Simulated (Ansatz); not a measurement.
# CuO2: how settings move the results

Aim, for CuO2: test the k-point mesh shifted by half a step.

Computed with Ansatz 0.2.0 (DFT PBEsol, scalar-relativistic, plane waves, PAW, unless a step's input says otherwise).

3 further runs of the same task are left out: 2 that didn't finish, 1 set aside as unsound or not needed. Runs told in other sessions of the task aren't counted.

### 1 The system as given

The structure is orthorhombic, space group Cmcm (No. 63). Conventional cell: a = 2.825 Å, b = 10.421 Å, c = 4.343 Å, α = 90.00°, β = 90.00°, γ = 90.00°. Cu (site symmetry m2m) has 6 O at 1.86 to 2.22 Å in its first shell of neighbours. O (site symmetry m2m) has 2 Cu at 1.86 Å in its first shell of neighbours. O (site symmetry m2m) has 4 Cu at 1.90 to 2.22 Å in its first shell of neighbours.

Coordinates:

```
Cu O
1.0
     1.41261   -5.21075    0.00000
     1.41261    5.21075    0.00000
     0.00000    0.00000    4.34342
Cu O
2 4
Cartesian
  1.4126 -3.4677 1.0859
  1.4126 3.4677 3.2576
  1.4126 0.5366 1.0859
  1.4126 -0.5366 3.2576
  1.4126 3.0115 1.0859
  1.4126 -3.0115 3.2576
```

The structure comes from the Materials Project (structure only); it is used as listed.

### 2 The base run, which the others are set against

input.yaml reads:

```yaml
crystal:
  lattice:
    - [1.412615, -5.210747, 0.0]
    - [1.412615, 5.210747, 0.0]
    - [0.0, 0.0, 4.343424]
  atoms:
    - { symbol: Cu, position: [0.832747, 0.167253, 0.25] }
    - { symbol: Cu, position: [0.167253, 0.832747, 0.75] }
    - { symbol: O, position: [0.448514, 0.551486, 0.25], spin: 0.35 }
    - { symbol: O, position: [0.551486, 0.448514, 0.75], spin: 0.35 }
    - { symbol: O, position: [0.21103, 0.78897, 0.25] }
    - { symbol: O, position: [0.78897, 0.21103, 0.75] }
basis:
  ecutwfc: 420
kpoints:
  mp_grid: { grid: [14, 14, 8] }
hamiltonian:
  xc: pbesol
scf:
  occupations: { method: gaussian, width: 0.1 }
output:
  forces: true
  stress: true
  eigenvalues: true
  populations: true
magnetization:
  spin_polarized: true
```

Its results, from an earlier run: -2568.5107 eV/atom at zero smearing, pressure -8.26 GPa, largest force 0.536 eV/Å, no gap on the mesh, site moments O +0.35 (×2) μB, in 21 SCF cycles and 3.1 min.

### 3 K-point mesh shifted by half a step: 8×8×6

input.yaml reads:

```yaml
crystal:
  lattice:
    - [1.412615, -5.210747, 0.0]
    - [1.412615, 5.210747, 0.0]
    - [0.0, 0.0, 4.343424]
  atoms:
    - { symbol: Cu, position: [0.832747, 0.167253, 0.25] }
    - { symbol: Cu, position: [0.167253, 0.832747, 0.75] }
    - { symbol: O, position: [0.448514, 0.551486, 0.25], spin: 0.38 }
    - { symbol: O, position: [0.551486, 0.448514, 0.75], spin: 0.38 }
    - { symbol: O, position: [0.21103, 0.78897, 0.25] }
    - { symbol: O, position: [0.78897, 0.21103, 0.75] }
basis:
  ecutwfc: 420
kpoints:
  mp_grid: { grid: [8, 8, 6], shift: [0.5, 0.5, 0.5] }
hamiltonian:
  xc: pbesol
scf:
  occupations: { method: gaussian, width: 0.1 }
output:
  forces: true
  stress: true
  eigenvalues: true
  populations: true
magnetization:
  spin_polarized: true
```

Started as:

```
ansatz run input.yaml --threads 1 --pin off --max-ram 2560MiB --backend cpu --events-out ev --progress --plain --runs-dir out
```

### 4 K-point mesh shifted by half a step set to 10×10×6

Changes to input.yaml since step 3:

```diff
@@ -15,3 +15,3 @@
 kpoints:
-  mp_grid: { grid: [8, 8, 6], shift: [0.5, 0.5, 0.5] }
+  mp_grid: { grid: [10, 10, 6], shift: [0.5, 0.5, 0.5] }
 hamiltonian:
```

### 5 K-point mesh shifted by half a step set to 12×12×8

Changes to input.yaml since step 4:

```diff
@@ -15,3 +15,3 @@
 kpoints:
-  mp_grid: { grid: [10, 10, 6], shift: [0.5, 0.5, 0.5] }
+  mp_grid: { grid: [12, 12, 8], shift: [0.5, 0.5, 0.5] }
 hamiltonian:
```

(Steps that only read results are left out.)

What results come out of these runs, taken together? Wanted: largest energy shift, k-point mesh shifted by half a step.

**Answer**, as computed:

| quantity | value |
| --- | --- |
| largest energy shift, k-point mesh shifted by half a step | 0.25 meV/atom at 10×10×6 |

The densest shifted mesh lands 0.10 meV/atom from the base run. The cell's moment varies from 0.92 to 1.09 μB over the series. The listed cell is far from this method's equilibrium (-8.3 GPa, forces up to 0.54 eV/Å), so its values are not those of the relaxed crystal.
